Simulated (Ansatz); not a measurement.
**CH2BFS: from a rough start to a minimum**

Aim: relax CH2BFS from a cheap starting geometry, check the end point by its vibrations and derive ideal-gas thermochemistry.

Computed with Ansatz 0.2.0, Gaussian basis. Level: RKS PBE0-D4/def2-TZVP.

The runs, in order: relaxation at PBE-D4/def2-SVP; relaxation at PBE0-D4/def2-TZVP; harmonic vibrations at the same level.

1 further run of the same task is left out (set aside as unsound or not needed).

## (1) The system as given

SMILES `FC1BS1`, 6 atoms, charge 0, spin multiplicity 1.

Atoms are counted from 1 here; the program's logs count them from 0.

Bond lengths: F1–C2 1.417 Å, C2–B3 1.543 Å, C2–S4 1.659 Å, C2–H5 1.108 Å, B3–S4 1.887 Å, B3–H6 1.214 Å. Angles: F1–C2–B3 111.0°, F1–C2–S4 112.6°, F1–C2–H5 118.1°, B3–C2–S4 72.1°, B3–C2–H5 117.1°, S4–C2–H5 117.4°, C2–B3–S4 56.8°, C2–B3–H6 138.1°, S4–B3–H6 147.3°, C2–S4–B3 51.1°.

As a file:

```
F     0.4286   -0.7045   -1.5473
C    -0.1385    0.1317   -0.5536
B     0.3361   -0.2835    0.8550
S    -1.4174   -0.5823    0.2256
H    -0.2108    1.2171   -0.7631
H     1.0440    0.1575    1.7373
```

The start is a force-field geometry with small random shifts, so a cheaper pass at PBE-D4/def2-SVP comes first.

## (2) Optimising with PBE-D4/def2-SVP (cheap first pass)

Input file in.yaml:

```yaml
crystal:
  periodic: [false, false, false]
  atoms:
    - {symbol: F, position_ang: [0.428600, -0.704500, -1.547300]}
    - {symbol: C, position_ang: [-0.138500, 0.131700, -0.553600]}
    - {symbol: B, position_ang: [0.336100, -0.283500, 0.855000]}
    - {symbol: S, position_ang: [-1.417400, -0.582300, 0.225600]}
    - {symbol: H, position_ang: [-0.210800, 1.217100, -0.763100]}
    - {symbol: H, position_ang: [1.044000, 0.157500, 1.737300]}
basis:
  gaussian: {orbitals: def2-SVP}
hamiltonian: {xc: pbe, dispersion: d4}
relax: {f_tol: 0.03, max_steps: 200}
```

Launch:

```sh
$ ansatz run in.yaml --threads 2 --pin off --events-out ev --progress --plain --max-ram 4352MiB
```

Output, cut to the lines that bear on the results:

```text
Functional definition: PBE
  name "PBE"
  cite "Perdew, Burke & Ernzerhof, Phys. Rev. Lett. 77, 3865 (1996) doi:10.1103/PhysRevLett.77.3865"
  parent pbe
[...]
781 factors; their error is unknown
[...]
mean field -15279.97095072 eV, -561.5285753027 hartree, gradient 4.6e-5 eV, S^2 0.000000; 0 other end points of the search recorded, 0 dependent functions left out
[...]
reference -15279.97097520 eV, -561.5285762022 hartree; 19, 19 occupied and 51, 51 virtual orbitals, 781 factors
relax step   1: F+E_penalty+E_count = -15280.08016621 eV  Δ(F+E_penalty+E_count) = +0.000e0 eV  max|allowed force component| = 3.863e0 eV/Å  Δτ_max = 0.0000 Å  (27 SCF iters, accepted)
[...]
relax step   3: F+E_penalty+E_count = -15281.07367074 eV  Δ(F+E_penalty+E_count) = -3.037e-1 eV  max|allowed force component| = 1.037e0 eV/Å  Δτ_max = 0.1553 Å  (35 SCF iters, accepted)
[...]
relax step   5: F+E_penalty+E_count = -15281.12275105 eV  Δ(F+E_penalty+E_count) = -4.908e-2 eV  max|allowed force component| = 1.502e-1 eV/Å  Δτ_max = 0.0662 Å  (30 SCF iters, accepted)
[...]
relax step   7: F+E_penalty+E_count = -15281.12613931 eV  Δ(F+E_penalty+E_count) = -3.388e-3 eV  max|allowed force component| = 6.347e-2 eV/Å  Δτ_max = 0.0256 Å  (29 SCF iters, accepted)
[...]
relax step   8: F+E_penalty+E_count = -15281.12568885 eV  Δ(F+E_penalty+E_count) = +4.505e-4 eV  max|allowed force component| = 9.001e-2 eV/Å  Δτ_max = 0.0105 Å  (30 SCF iters, rejected (line search))
[...]
relax step   9: F+E_penalty+E_count = -15281.12637603 eV  Δ(F+E_penalty+E_count) = -2.367e-4 eV  max|allowed force component| = 8.159e-3 eV/Å  Δτ_max = 0.0044 Å  (30 SCF iters, accepted)
781 factors; their error is unknown
mean field -15281.01834532 eV, -561.5670663443 hartree, gradient 7.8e-6 eV, S^2 0.000000; 1 other end points of the search recorded, 0 dependent functions left out
[...]
reference -15281.01837053 eV, -561.5670672706 hartree; 19, 19 occupied and 51, 51 virtual orbitals, 781 factors
Total energy: -15281.12640124 eV, -561.5710373260 hartree
Atom 0 at     0.504593    -0.616294    -1.566578 Å, force    -0.001243     0.005159     0.002726 eV/Å
Atom 1 at    -0.024187     0.192584    -0.602586 Å, force     0.002209    -0.008159    -0.000707 eV/Å
Atom 2 at     0.249774    -0.103916     0.884747 Å, force     0.005901     0.001039     0.001983 eV/Å
Atom 3 at    -1.386040    -0.587836     0.467233 Å, force    -0.002064     0.001909    -0.000993 eV/Å
Atom 4 at    -0.326929     1.165096    -1.033843 Å, force    -0.001372    -0.000085     0.000062 eV/Å
Atom 5 at     1.024788    -0.113635     1.804927 Å, force    -0.003432     0.000138    -0.003071 eV/Å
Dipole moment:    -0.033792     0.216328     0.081762 e Å
```

Wall time 11 s (2 threads of Arm Neoverse V1, shared host).

Step by step: (the energy doesn't fall at every step)

```tsv
step	energy from step 1 (eV)	largest force component (eV/Å)
1	0.0000	3.8634
2	-0.6898	2.2749
3	-0.9935	1.0370
4	-0.9158	1.2381
5	-1.0426	0.1502
6	-1.0353	0.2418
7	-1.0460	0.0635
8	-1.0455	0.0900
9	-1.0462	0.0082
```

Close pairs (by a distance rule), those that changed most:

```tsv
bond	before (Å)	after (Å)	change (Å)
C2–S4	1.659	1.900	+0.240
B3–S4	1.887	1.756	-0.131
F1–C2	1.417	1.365	-0.052
B3–H6	1.214	1.203	-0.011
C2–B3	1.543	1.541	-0.002
C2–H5	1.108	1.106	-0.002
```

## (3) Optimising with PBE0-D4/def2-TZVP

Input file in.yaml:

```yaml
crystal:
  periodic: [false, false, false]
  atoms:
    - {symbol: F, position_ang: [0.504593, -0.616294, -1.566578]}
    - {symbol: C, position_ang: [-0.024187, 0.192584, -0.602586]}
    - {symbol: B, position_ang: [0.249774, -0.103916, 0.884747]}
    - {symbol: S, position_ang: [-1.386040, -0.587836, 0.467233]}
    - {symbol: H, position_ang: [-0.326929, 1.165096, -1.033843]}
    - {symbol: H, position_ang: [1.024788, -0.113635, 1.804927]}
basis:
  gaussian: {orbitals: def2-TZVP}
hamiltonian: {xc: pbe0, dispersion: d4}
relax: {f_tol: 0.005, max_steps: 150}
```

The command is unchanged.

Output, cut to the lines that bear on the results:

```text
Functional definition: PBE0
  name "PBE0"
  cite "Adamo & Barone, J. Chem. Phys. 110, 6158 (1999) doi:10.1063/1.478522"
  cite "Perdew, Burke & Ernzerhof, Phys. Rev. Lett. 77, 3865 (1996) doi:10.1103/PhysRevLett.77.3865"
  parent pbe
[...]
864 factors; their error is unknown
[...]
mean field -15291.00834621 eV, -561.9341921056 hartree, gradient 2.0e-5 eV, S^2 0.000000; 0 other end points of the search recorded, 0 dependent functions left out
[...]
reference -15291.00837176 eV, -561.9341930444 hartree; 19, 19 occupied and 123, 123 virtual orbitals, 864 factors
relax step   1: F+E_penalty+E_count = -15291.09770082 eV  Δ(F+E_penalty+E_count) = +0.000e0 eV  max|allowed force component| = 7.898e-1 eV/Å  Δτ_max = 0.0000 Å  (29 SCF iters, accepted)
[...]
864 factors; their error is unknown
[...]
mean field -15291.04457886 eV, -561.9355236307 hartree, gradient 2.6e-5 eV, S^2 0.000000; 1 other end points of the search recorded, 0 dependent functions left out
[...]
reference -15291.04460440 eV, -561.9355245693 hartree; 19, 19 occupied and 123, 123 virtual orbitals, 864 factors
Total energy: -15291.13420027 eV, -561.9388171567 hartree
Atom 0 at     0.493532    -0.613955    -1.552884 Å, force    -0.000015     0.000073     0.000952 eV/Å
Atom 1 at    -0.040960     0.189046    -0.590288 Å, force     0.000401     0.000139     0.001673 eV/Å
Atom 2 at     0.249822    -0.099787     0.886234 Å, force    -0.000914    -0.000208    -0.002101 eV/Å
Atom 3 at    -1.361165    -0.580008     0.442493 Å, force     0.000883     0.000464    -0.000060 eV/Å
Atom 4 at    -0.316209     1.149032    -1.015732 Å, force    -0.000549    -0.000106    -0.000588 eV/Å
Atom 5 at     1.016979    -0.108328     1.784078 Å, force     0.000193    -0.000362     0.000125 eV/Å
Dipole moment:    -0.038101     0.238584     0.154921 e Å
```

Wall time 19 s (2 threads of Arm Neoverse V1, shared host).

Along the way:

```tsv
step	energy from step 1 (eV)	largest force component (eV/Å)
1	0.0000	0.7899
2	-0.0265	0.4817
3	-0.0356	0.1200
4	-0.0363	0.0597
5	-0.0364	0.0213
6	-0.0365	0.0057
7	-0.0365	0.0021
```

Close pairs (by a distance rule), those that changed most:

```tsv
bond	before (Å)	after (Å)	change (Å)
C2–S4	1.900	1.844	-0.055
B3–H6	1.203	1.181	-0.022
C2–H5	1.106	1.086	-0.021
B3–S4	1.756	1.739	-0.018
C2–B3	1.541	1.532	-0.009
F1–C2	1.365	1.363	-0.002
```

Mulliken charges of the relaxed molecule (report file):

```tsv
atom	value (e)
F1	-0.19
C2	0.06
B3	0.00
S4	-0.08
H5	0.13
H6	0.07
```

## (4) Vibrations by finite differences

Input file in.yaml:

```yaml
crystal:
  periodic: [false, false, false]
  atoms:
    - {symbol: F, position_ang: [0.493532, -0.613955, -1.552884]}
    - {symbol: C, position_ang: [-0.040960, 0.189046, -0.590288]}
    - {symbol: B, position_ang: [0.249822, -0.099787, 0.886234]}
    - {symbol: S, position_ang: [-1.361165, -0.580008, 0.442493]}
    - {symbol: H, position_ang: [-0.316209, 1.149032, -1.015732]}
    - {symbol: H, position_ang: [1.016979, -0.108328, 1.784078]}
basis:
  gaussian: {orbitals: def2-TZVP}
hamiltonian: {xc: pbe0, dispersion: d4}
phonons: {temperatures: {t_min: 298.15, t_max: 900, t_step: 200}}
```

Same command.

Output, cut to the lines that bear on the results:

```text
Functional definition: PBE0
  name "PBE0"
  cite "Adamo & Barone, J. Chem. Phys. 110, 6158 (1999) doi:10.1063/1.478522"
  cite "Perdew, Burke & Ernzerhof, Phys. Rev. Lett. 77, 3865 (1996) doi:10.1103/PhysRevLett.77.3865"
  parent pbe
[...]
864 factors; their error is unknown
[...]
mean field -15291.04457822 eV, -561.9355236071 hartree, gradient 1.8e-5 eV, S^2 0.000000; 0 other end points of the search recorded, 0 dependent functions left out
[...]
reference -15291.04460377 eV, -561.9355245461 hartree; 19, 19 occupied and 123, 123 virtual orbitals, 864 factors
[...]
864 factors; their error is unknown
mean field -15291.04455697 eV, -561.9355228263 hartree, gradient 2.7e-6 eV, S^2 0.000000; 0 other end points of the search recorded, 0 dependent functions left out
[...]
reference -15291.04458251 eV, -561.9355237651 hartree; 19, 19 occupied and 123, 123 virtual orbitals, 864 factors
[...]
reference -15291.04454991 eV, -561.9355225668 hartree; 19, 19 occupied and 123, 123 virtual orbitals, 864 factors
Total energy: -15291.13419963 eV, -561.9388171335 hartree
Atom 0 at     0.493532    -0.613955    -1.552884 Å, force    -0.000016     0.000053     0.000937 eV/Å
Atom 1 at    -0.040960     0.189046    -0.590288 Å, force     0.000387     0.000162     0.001692 eV/Å
Atom 2 at     0.249822    -0.099787     0.886234 Å, force    -0.000925    -0.000196    -0.002099 eV/Å
Atom 3 at    -1.361165    -0.580008     0.442493 Å, force     0.000897     0.000458    -0.000073 eV/Å
Atom 4 at    -0.316209     1.149032    -1.015732 Å, force    -0.000543    -0.000110    -0.000586 eV/Å
Atom 5 at     1.016979    -0.108328     1.784078 Å, force     0.000200    -0.000367     0.000128 eV/Å
Dipole moment:    -0.038101     0.238584     0.154921 e Å
Vibrations: 331.95 391.01 634.48 716.26 775.43 902.28 976.26 1006.54 1205.05 1349.44 2761.40 3172.40 cm⁻¹, zero-point energy 0.881683 eV
```

Wall time 59 s (2 threads of Arm Neoverse V1, shared host).

Motions are named by where the mode's potential energy lies. Wavenumbers, unscaled:

```tsv
mode	cm⁻¹	motion
1	332	bend
2	391	bend
3	634	bend with C–S stretch
4	716	out-of-plane bend with bend
5	775	bend with out-of-plane bend
6	902	bend
7	976	bend
8	1007	C–F stretch
9	1205	C–F and B–C stretch
10	1349	bend
11	2761	B–H stretch
12	3172	C–H stretch
```

Ideal gas, rigid rotor and harmonic oscillator at 298.15 K and 1 bar, with symmetry number 1:

```tsv
term	value
zero-point energy	20.3 kcal/mol
H(298) − E	23.4 kcal/mol
entropy, translation	162.9 J/(mol K)
entropy, rotation	102.5 J/(mol K)
entropy, vibration	14.9 J/(mol K)
entropy, total	280.2 J/(mol K)
```

## (5) Results

| quantity | value |
| --- | --- |
| point group | C1 |
| steps | 9 + 7 |
| shift from the start (rms) | 0.213 Å |
| total energy | -15291.1342 eV |
| dispersion term | -90 meV |
| dipole moment | 1.38 D |
| lowest, highest wavenumber | 332, 3172 cm⁻¹ |
| zero-point energy | 20.3 kcal/mol |
| entropy at 298.15 K | 280.2 J/(mol K) |

**Reading.** The atoms moved 0.21 Å (rms) from the start; the bond that changed most is C2–S4, from 1.659 to 1.844 Å. No mode is imaginary: a true minimum at this level. The stiffest mode, 3172 cm⁻¹, is a C–H stretch. Harmonic hybrid wavenumbers usually lie a few per cent above measured fundamentals. The largest Mulliken charge, -0.19 e, sits on F1.
